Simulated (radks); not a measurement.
# Tc⁻ inside a hard spherical wall

The task here is to estimate one member of a computed series from the others.

Program: radks (a radial shooting solver on a logarithmic mesh, Libxc functionals) version 1. Level of theory: scalar-relativistic Kohn-Sham, PBEsol, spin-unpolarised, spherical densities, finite nucleus. These are calculated values, not measurements, unless marked.

### What is computed

| Item | Value |
| --- | --- |
| element | technetium (Z = 43) |
| charge | -1 |
| electrons | 44 |
| configuration | [Kr] 4d6 5s2 |
| nuclear rms radius | 4.4112 fm |

The outer shells:

Tc⁻
```
[Kr] core
4d [↑↓][↑ ][↑ ][↑ ][↑ ]
5s [↑↓]
```

Set-up of the first run:

Settings of this run:

```text
Z 43
configuration [Kr] 4d6 5s2 5p0 6s0 4f0
relativity scalar-relativistic
functional pbe_sol,pbe_sol
spin unpolarised
nucleus finite rms 4.4112 fm
wall 12 bohr
c 137.035999084
```

Among the steps run: Wall at 12 bohr; Wall at 7 bohr; Wall at 4 bohr; Wall at 3 bohr; Wall at 2.5 bohr; Wall at 1.5 bohr.

One of the session's tables, all rows but one given; the rest of the session is left out.

| R (bohr) | E − E(widest) (eV) | ε(4d) (eV) | ε(5p, empty) (eV) | ε(6s, empty) (eV) | ε(4f, empty) (eV) |
| --- | --- | --- | --- | --- | --- |
| 12 | 0.000 | 1.211 | 3.232 | 4.421 | 6.492 |
| 7 | 1.381 | 2.855 | 6.089 | 13.463 | 14.647 |
| 4 | 23.902 | 11.816 | 22.368 | 59.121 | 36.681 |
| 3 | ? | ? | ? | ? | ? |
| 2.5 | 194.24 | 41.511 | 92.354 | 219.25 | 83.084 |
| 1.5 | 1625.2 | 178.06 | 433.31 | 884.01 | 230.55 |

Q: Estimate the row for R (bohr) = 3 from the others.

Worked estimate for «E − E(widest) (eV)». A straight line through the neighbours (4, 23.902) and (2.5, 194.24) gives 23.902 + (194.24 − 23.902) × (3 − 4) / (2.5 − 4) = 137.461; a parabola fitted to 4 rows on both sides gives 249.509.

The run gave: E − E(widest) (eV): 87.298; ε(4d) (eV): 25.229; ε(5p, empty) (eV): 52.462; ε(6s, empty) (eV): 131.80; ε(4f, empty) (eV): 59.845. In «E − E(widest) (eV)» the line misses by +50.163 and the parabola by +162.211.

From R = 12 bohr inwards the highest occupied level lies above zero, in an anion first from self-interaction, then from the wall. Shells are not refilled when levels cross, and a hard wall is a model, not a crystal.
